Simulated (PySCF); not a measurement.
# FHf: the cost of one run

Computed with PySCF 2.14.0, with density-fitted response routines of our own, on a single molecule in the gas phase. Atoms are numbered from 0 throughout.

## 1. The molecule as given

2 atoms, charge 1, multiplicity 1; geometry from: GFN2-xTB.

Bonds of the start (Å): F0–Hf1 2.15.

## 2. Relaxing the molecule at PBE0-D3(BJ)/def2-TZVP

Job settings and geometry (Å):

```
{"job": {"xc": "PBE0", "basis": "def2-TZVP", "d3": "d3bj", "grid": 2, "kind": "geom"}, "charge": 1, "multiplicity": 1}
F      0.000000     0.000000     0.000000
Hf     0.000000     0.000000     2.147330
```

Q: Estimate the wall time of this first job on 4 threads of Arm Neoverse V2, shared host.

About 4.6 s.
